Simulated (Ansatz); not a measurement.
# Ti(OH)F3 (F₃HOTi): structure and electronic state

What does Ti(OH)F3 (F₃HOTi) look like as a singlet, and where do its frontier electrons sit?

Computed with Ansatz 0.2.0, Gaussian basis. Level: RKS PBE0-D4/def2-TZVP.

Plan: relaxation at PBE-D4/def2-SVP; a search for the lowest solution at PBE0-D4/def2-SVP; a single point at PBE0-D4/def2-TZVP.

## Step 1: Starting geometry

6 atoms, charge 0, spin multiplicity 1.

Atoms are counted from 1 here; the program's logs count them from 0.

Bond lengths: Ti1–O2 1.673 Å, Ti1–F4 1.707 Å, Ti1–F5 1.707 Å, Ti1–F6 1.707 Å, O2–H3 0.959 Å. Angles: O2–Ti1–F4 111.2°, O2–Ti1–F5 111.2°, O2–Ti1–F6 111.3°, F4–Ti1–F5 107.7°, F4–Ti1–F6 107.7°, F5–Ti1–F6 107.7°, Ti1–O2–H3 179.5°.

Coordinates:

```xyz
6

Ti   -0.0284   -0.0566   -0.4036
O     0.0851    0.1691    1.2504
H     0.1539    0.3056    2.1975
F     1.5174   -0.1402   -1.1227
F    -0.8757    1.2266   -1.1451
F    -0.8522   -1.5045   -0.7764
```

Formally the metal is d0. No spin-orbit coupling is included.

The start is a GFN2-xTB geometry.

## Step 2: Relaxation at PBE-D4/def2-SVP

in.yaml reads:

```yaml
crystal:
  periodic: [false, false, false]
  atoms:
    - {symbol: Ti, position_ang: [-0.028450, -0.056590, -0.403620]}
    - {symbol: O, position_ang: [0.085060, 0.169110, 1.250360]}
    - {symbol: H, position_ang: [0.153890, 0.305610, 2.197460]}
    - {symbol: F, position_ang: [1.517410, -0.140180, -1.122750]}
    - {symbol: F, position_ang: [-0.875700, 1.226590, -1.145060]}
    - {symbol: F, position_ang: [-0.852210, -1.504540, -0.776390]}
basis:
  gaussian: {orbitals: def2-SVP}
hamiltonian: {xc: pbe, dispersion: d4}
scf: {omitted_lower_state_checks: [starts]}
output: {orbitals: {seedname: orbitals}}
relax: {f_tol: 0.02, max_steps: 100}
```

Command:

```console
ansatz run in.yaml --threads 4 --pin off --events-out ev --progress --plain --max-ram 3916MiB
```

The runs that follow: Searching for the lowest solution, PBE0-D4/def2-SVP; Single point, PBE0-D4/def2-TZVP.

**Question.** What will the summary of the whole plan be? Wanted: point group; near neighbours of the metal; HOMO, LUMO at PBE0-D4/def2-TZVP; charge on the metal; dipole at PBE-D4/def2-SVP.

As calculated:

| quantity | value |
| --- | --- |
| point group | Cs |
| near neighbours of the metal | O 1.77, F 1.75, F 1.75, F 1.75 Å |
| HOMO, LUMO at PBE0-D4/def2-TZVP | -10.56, -2.68 eV |
| charge on the metal (Mulliken, PBE0-D4/def2-TZVP) | +1.64 e |
| dipole at PBE-D4/def2-SVP | 2.36 D |

The molecule keeps its bonding pattern by the stored test; the atoms moved 0.20 Å (rms), and the angle Ti1–O2–H3 went from 180° to 137°. The metal has 4 near neighbours by the distance rule, from 1.75 to 1.77 Å. The Mulliken charge of the metal, +1.64 e, depends on the basis and isn't its oxidation state. No usable vibrations, so a minimum isn't proven. The HOMO lies nearest to O2 77 %; H3 7 % and the LUMO to Ti1 77 %. Whether this spin is the lowest isn't tested here.
